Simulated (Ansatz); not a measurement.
# RbAg2: a trial structure relaxed

The task: take a trial cell of RbAg2 to zero force and stress.

Program: Ansatz 0.2.0. Level of theory: DFT PBE, scalar-relativistic, plane waves, PAW. These are calculated values, not measurements.

## Step 1: Starting point

The structure is tetragonal, space group P4/mmm (No. 123). Conventional cell: a = 4.197 Å, b = 4.197 Å, c = 5.063 Å, α = 90.00°, β = 90.00°, γ = 90.00°. Rb (site symmetry 4/mmm) is surrounded by 8 Ag at 3.24 Å. Ag (site symmetry 4mm) is surrounded by 2 Ag at 2.48 to 2.59 Å.

Coordinates:

```cif
data_structure
_symmetry_space_group_name_H-M 'P4/mmm'
_symmetry_Int_Tables_number 123
_cell_length_a 4.1971
_cell_length_b 4.1971
_cell_length_c 5.0628
_cell_angle_alpha 90.000
_cell_angle_beta 90.000
_cell_angle_gamma 90.000
_cell_volume 89.19
loop_
_atom_site_label
_atom_site_type_symbol
_atom_site_symmetry_multiplicity
_atom_site_Wyckoff_symbol
_atom_site_fract_x
_atom_site_fract_y
_atom_site_fract_z
_atom_site_occupancy
Rb1 Rb 1 c 0.50000 0.50000 0.00000 1
Ag1 Ag 2 g 0.00000 0.00000 0.74453 1
```

A structure generator made this guess: random cell by space group and Wyckoff sites (P4/mmm, No. 123). Lengths come from tabulated atomic sizes and are only a guess.

## Step 2: The guess as it stands, on a coarse mesh

The input, input.yaml:

```yaml
crystal:
  lattice:
    - [4.19712117, 0.0, 0.0]
    - [0.0, 4.19712117, 0.0]
    - [0.0, 0.0, 5.06280273]
  atoms:
    - { symbol: Rb, position: [0.5, 0.5, 0.0] }
    - { symbol: Ag, position: [0.0, 0.0, 0.74453375] }
    - { symbol: Ag, position: [0.0, 0.0, 0.25546625] }
basis:
  ecutwfc: 420
kpoints:
  mp_grid: { grid: [4, 4, 4] }
hamiltonian:
  xc: pbe
scf:
  occupations: { method: gaussian, width: 0.1 }
  lower_state_search: "off"
output:
  forces: true
  stress: true
  eigenvalues: true
```

Command:

```bash
$ ansatz run input.yaml --threads 1 --pin off --max-ram 2048MiB --backend cpu --events-out ev --progress --plain --runs-dir out
```

The session goes on with these runs: rough relaxation on the coarse mesh; relaxation on the finer mesh.

Q: Predict the outcome of this session. Wanted: conventional cell; volume; energy over the elements; gap on the mesh.

**Answer**, as computed:

| quantity | value |
| --- | --- |
| symmetry at the end (tolerance 0.05 Å) | space group P4/mmm (No. 123) |
| conventional cell | a = 4.855 Å, b = 4.855 Å, c = 5.384 Å, α = 90.00°, β = 90.00°, γ = 90.00° |
| volume | 42.31 Å³/atom |
| energy over the elements | +0.23 eV/atom |
| gap on the mesh | none (metal) |

What this shows: The space group P4/mmm (No. 123) is kept, and the volume per atom grows by 42.3 % from the first guess. The formation energy is positive, so the separate elements lie lower. No finished test with a distortion of lower symmetry is shown, so the end may be a saddle point.
